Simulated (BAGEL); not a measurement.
**A workflow on SiHCl2F (SMILES F[SiH](Cl)Cl)**

We compute a single-point energy (HF/def2-SVP), then a single-point energy (NEVPT2(2,2)/def2-SVP), then a single-point energy (CASPT2(2,2)/def2-SVP) of SiHCl2F. 

The calculation is run with BAGEL 1.2.2.

2 further runs of the same task are left out: 2 set aside as unsound or not needed.

## Step 1: The structure to begin with

SiHCl2F has 5 atoms, charge 0, and is taken as a singlet. SMILES: `F[SiH](Cl)Cl`. The Si2–Cl4 distance was set to 4.655 Å, away from the relaxed value. At this shape a bond of the SMILES string is far longer than usual.

Bond lengths: F1–Si2 1.581 Å, Si2–Cl3 2.024 Å, Si2–H5 1.467 Å. Angles: F1–Si2–Cl3 108.4°, F1–Si2–H5 109.1°, Cl3–Si2–H5 110.4°.

## Step 2: A single-point energy at HF/def2-SVP (density fitting with svp-jkfit) (run 1)

The input, hf.json:

```json
{ "bagel": [

{
  "title": "molecule",
  "basis": "svp",
  "df_basis": "svp-jkfit",
  "geometry": [
    { "atom": "F", "xyz": [  3.03590738,  1.31463522,  5.79146633 ] },
    { "atom": "Si", "xyz": [  3.18746342,  2.51328850,  3.05873338 ] },
    { "atom": "Cl", "xyz": [  2.00147130,  6.14288547,  3.26792606 ] },
    { "atom": "Cl", "xyz": [ -2.06509271, -2.09513935, -2.28335608 ] },
    { "atom": "H", "xyz": [  5.80964739,  2.40425131,  2.16451498 ] }
  ]
},
{
  "title": "hf"
},
{
  "title": "print",
  "file": "orbitals.molden",
  "orbitals": true
}

]}
```

Command:

```sh
$ BAGEL_NUM_THREADS=1 BAGEL hf.json > hf.out
```

The program printed:

```text
* using 1 threads per process

  ===============================================================
  ===============================================================

  *** Geometry ***

  { "atom" : "F", "xyz" : [      3.035907,      1.314635,      5.791466 ] },
  { "atom" : "Si", "xyz" : [      3.187463,      2.513288,      3.058733 ] },
  { "atom" : "Cl", "xyz" : [      2.001471,      6.142885,      3.267926 ] },
  { "atom" : "Cl", "xyz" : [     -2.065093,     -2.095139,     -2.283356 ] },
  { "atom" : "H", "xyz" : [      5.809647,      2.404251,      2.164515 ] },

  Number of auxiliary basis functions:      479

  Since a DF basis is specified, we compute 2- and 3-index integrals:
    o Being stored without compression. Storage requirement is 0.020 GB

  Number of basis functions:       73
  Number of electrons      :       58

    * METHOD: MOLECULE                             0.20

  *** RHF ***

  === Nuclear Repulsion ===
   212.8346954006

      * DIIS with orbital gradients will be used.

  === RHF iteration (svp) ===
      0      -1307.16516807          0.01906390           0.09
      1      -1306.75840043          0.02014334           0.08
      2      -1307.31159676          0.00706954           0.08
      3      -1307.34858971          0.00419122           0.08
      4      -1307.37486290          0.00175075           0.08
      5      -1307.38682765          0.00131092           0.08
      6      -1307.39834633          0.00028100           0.08
      7      -1307.39851779          0.00009304           0.08
      8      -1307.39853395          0.00003788           0.08
      9      -1307.39853604          0.00002570           0.09
     10      -1307.39853726          0.00001485           0.09
     11      -1307.39853842          0.00001352           0.08
     12      -1307.39854059          0.00001031           0.08
     13      -1307.39854196          0.00000745           0.08
     14      -1307.39854343          0.00000407           0.08
     15      -1307.39854367          0.00000128           0.09
     16      -1307.39854368          0.00000055           0.08
     17      -1307.39854369          0.00000027           0.09
     18      -1307.39854369          0.00000011           0.08
     19      -1307.39854369          0.00000003           0.09
     20      -1307.39854369          0.00000001           0.09
     21      -1307.39854369          0.00000001           0.08
     22      -1307.39854369          0.00000001           0.08
    * SCF iteration converged.

    * Permanent dipole moment:
           (   -2.723447,    -2.315195,    -2.048031) a.u.

    * METHOD: HF                                   2.12

    * METHOD: PRINT                                0.01

  ===============================================================
```

Wall time 2.5 s (1 thread of Arm Neoverse V1, shared host); peak memory 0.15 GiB.

## Step 3: The energy at NEVPT2(2,2)/def2-SVP (density fitting with svp-jkfit) (run 2)

The input, job.json:

```json
{ "bagel" : [

{
  "title" : "molecule",
  "basis" : "svp",
  "df_basis" : "svp-jkfit",
  "geometry" : [
    { "atom" : "F", "xyz" : [  3.03590738,  1.31463522,  5.79146633 ] },
    { "atom" : "Si", "xyz" : [  3.18746342,  2.51328850,  3.05873338 ] },
    { "atom" : "Cl", "xyz" : [  2.00147130,  6.14288547,  3.26792606 ] },
    { "atom" : "Cl", "xyz" : [ -2.06509271, -2.09513935, -2.28335608 ] },
    { "atom" : "H", "xyz" : [  5.80964739,  2.40425131,  2.16451498 ] }
  ]
},
{
  "title" : "hf"
},
{
  "title" : "casscf",
  "nstate" : 1,
  "nact" : 2,
  "nclosed" : 28,
  "active" : [29, 30],
  "maxiter" : 200,
  "natocc" : "true"
},
{
  "title" : "nevpt2",
  "nstate" : 1,
  "nact" : 2,
  "nclosed" : 28,
  "active" : [29, 30],
  "maxiter" : 200,
  "natocc" : "true",
  "ncore" : 16
},
{
  "title" : "print",
  "file" : "orbitals.molden",
  "orbitals" : "true"
}

]}
```

Command:

```sh
$ BAGEL_NUM_THREADS=1 BAGEL job.json > job.out
```

The program printed:

```text
* using 1 threads per process

  ===============================================================
  ===============================================================

  *** Geometry ***

  { "atom" : "F", "xyz" : [      3.035907,      1.314635,      5.791466 ] },
  { "atom" : "Si", "xyz" : [      3.187463,      2.513288,      3.058733 ] },
  { "atom" : "Cl", "xyz" : [      2.001471,      6.142885,      3.267926 ] },
  { "atom" : "Cl", "xyz" : [     -2.065093,     -2.095139,     -2.283356 ] },
  { "atom" : "H", "xyz" : [      5.809647,      2.404251,      2.164515 ] },

  Number of auxiliary basis functions:      479

  Since a DF basis is specified, we compute 2- and 3-index integrals:
    o Being stored without compression. Storage requirement is 0.020 GB

  Number of basis functions:       73
  Number of electrons      :       58

    * METHOD: MOLECULE                             0.20

  *** RHF ***

  === Nuclear Repulsion ===
   212.8346954006

      * DIIS with orbital gradients will be used.

  === RHF iteration (svp) ===
      0      -1307.16516807          0.01906390           0.09
      1      -1306.75840043          0.02014334           0.08
      2      -1307.31159676          0.00706954           0.08
      3      -1307.34858971          0.00419122           0.08
      4      -1307.37486290          0.00175075           0.09
      5      -1307.38682765          0.00131092           0.08
[... 15 lines of this table left out ...]
     21      -1307.39854369          0.00000001           0.09
     22      -1307.39854369          0.00000001           0.08
    * SCF iteration converged.

    * Permanent dipole moment:
           (   -2.723447,    -2.315195,    -2.048031) a.u.

    * METHOD: HF                                   2.12

  ---------------------------
      CASSCF calculation
  ---------------------------

    ==== Active orbitals : =====
         Orbital 29
         Orbital 30
    ============================

    * nstate   :      1
    * nclosed  :     28
    * nact     :      2
    * nvirt    :     43
  === CASSCF iteration (svp) ===

    * Using the second-order algorithm

      0  0     -1307.48847428     1.18e-02      0.02

      1  0     -1307.51155235     4.68e-04      0.51

      2  0     -1307.51164651     1.05e-04      0.52

[... 15 lines of this table left out ...]

     11  0     -1307.51165065     3.58e-09      0.48

    * Second-order optimization converged. *

     guess   0:   closed 1.                   open ..

  === FCI iteration ===

      0  0     -1307.35522575     9.90e-02      0.00
      1  0     -1307.49010259     3.44e-02      0.00
      2  0 *   -1307.51165065     5.21e-16      0.00

     * ci vector, state   0, <S^2> = 0.0000
       2.     0.7489473304
       .2    -0.6626295317

    * METHOD: CASSCF                               5.69

    * freezing 16 orbitals

  === DF-NEVPT2 calculation ===

    * 3-index integral transformation done
    * assembly done

      NEVPT2 correlation energy:   -0.5084809795      0.10

          (+0)     -0.4338799839
          (+0)'    -0.0106639069
          (+1)     -0.0210237368
          (+1)'    -0.0000000000
          (+2)     -0.0000258079
          (-1)     -0.0428415410
          (-1)'     0.0000000000
          (-2)     -0.0000460030

      NEVPT2 total energy:       -1308.0201316309

    * METHOD: NEVPT2                               0.24

    * METHOD: PRINT                                0.01

  ===============================================================
```

Wall time 8.4 s (1 thread of Arm Neoverse V1, shared host); peak memory 0.15 GiB.

## Step 4: The energy at CASPT2(2,2)/def2-SVP (density fitting with svp-jkfit) (run 3)

The input, job.json:

```json
{ "bagel": [

{
  "title": "molecule",
  "basis": "svp",
  "df_basis": "svp-jkfit",
  "angstrom": "false",
  "geometry": [
    { "atom": "F", "xyz": [     3.03590738,     1.31463522,     5.79146633 ] },
    { "atom": "Si", "xyz": [     3.18746342,     2.51328850,     3.05873338 ] },
    { "atom": "Cl", "xyz": [     2.00147130,     6.14288547,     3.26792606 ] },
    { "atom": "Cl", "xyz": [    -2.06509271,    -2.09513935,    -2.28335608 ] },
    { "atom": "H", "xyz": [     5.80964739,     2.40425131,     2.16451498 ] }
  ]
},

{
  "title": "hf"
},

{
  "title": "casscf",
  "nstate": 1,
  "nact": 2,
  "nclosed": 28,
  "nspin": 0,
  "active": [29, 30],
  "maxiter": 200,
  "natocc": "true"
},

{
  "title": "print",
  "file": "orbitals.molden",
  "orbitals": "true"
},

{
  "title": "smith",
  "method": "caspt2",
  "ms": "true",
  "xms": "true",
  "sssr": "true",
  "shift": 0.2,
  "shift_imag": "true",
  "ncore": 16
}

]}
```

Command:

```sh
$ BAGEL_NUM_THREADS=1 BAGEL job.json > job.out
```

The program printed:

```text
* using 1 threads per process

  ===============================================================
  ===============================================================

  *** Geometry ***

  { "atom" : "F", "xyz" : [      3.035907,      1.314635,      5.791466 ] },
  { "atom" : "Si", "xyz" : [      3.187463,      2.513288,      3.058733 ] },
  { "atom" : "Cl", "xyz" : [      2.001471,      6.142885,      3.267926 ] },
  { "atom" : "Cl", "xyz" : [     -2.065093,     -2.095139,     -2.283356 ] },
  { "atom" : "H", "xyz" : [      5.809647,      2.404251,      2.164515 ] },

  Number of auxiliary basis functions:      479

  Since a DF basis is specified, we compute 2- and 3-index integrals:
    o Being stored without compression. Storage requirement is 0.020 GB

  Number of basis functions:       73
  Number of electrons      :       58

    * METHOD: MOLECULE                             0.19

  *** RHF ***

  === Nuclear Repulsion ===
   212.8346954006

      * DIIS with orbital gradients will be used.

[... 6 lines left out ...]
    * SCF iteration converged.
[... 1 line left out ...]
    * Permanent dipole moment:
[... 27 lines left out ...]
    * Second-order optimization converged. *
[... 9 lines left out ...]
     * ci vector, state   0, <S^2> = 0.0000
[... 16 lines left out ...]
    * Zeroth order energy : state  0       -0.4549029662

    * CASPT2 iteration is performed using orthogonal basis

      -------------------------------------------  CASPT2 iteration  ---------------------------------------------------
       #      aibj      arbs      arbi      airj      risj      airs      arst      rist         Etot      error   time
      ------------------------------------------------------------------------------------------------------------------

       0  -0.43238  -0.00006  -0.04666  -0.02325  -0.00004  -0.01051   0.00000   0.00000   -0.5128974  0.0003765   0.05
       1  -0.43239  -0.00006  -0.04667  -0.02326  -0.00004  -0.01054  -0.00000   0.00000   -0.5129567  0.0000301   0.05
       2  -0.43239  -0.00006  -0.04667  -0.02326  -0.00004  -0.01054  -0.00000  -0.00000   -0.5129571  0.0000026   0.05
       3  -0.43239  -0.00006  -0.04667  -0.02326  -0.00004  -0.01054  -0.00000  -0.00000   -0.5129571  0.0000002   0.05

      ------------------------------------------------------------------------------------------------------------------

    * CASPT2 energy : state  0    -1308.0269185606
        w/o shift correction      -1308.0246077875
        reference weight              0.8634665821

    * METHOD: SMITH                                0.41

  ===============================================================
```

Wall time 8.4 s (1 thread of Arm Neoverse V1, shared host); peak memory 0.15 GiB.

## Step 5: What came out

| quantity | value |
| --- | --- |
| run 1, HF/def2-SVP: total energy | -1307.39854 Eh |
| run 1, HF/def2-SVP: dipole moment | 10.47 D |
| run 1, HF/def2-SVP: HOMO energy | -7.92 eV |
| run 1, HF/def2-SVP: LUMO energy | -3.68 eV |
| run 1, HF/def2-SVP: HOMO–LUMO gap | 4.25 eV |
| run 2, NEVPT2(2,2)/def2-SVP: total energy | -1308.02013 Eh |
| run 3, CASPT2(2,2)/def2-SVP: total energy | -1308.02692 Eh |

One bond (run 1, HF/def2-SVP) is far stretched, which a spin-restricted single reference describes badly; a broken-symmetry solution may lie lower.
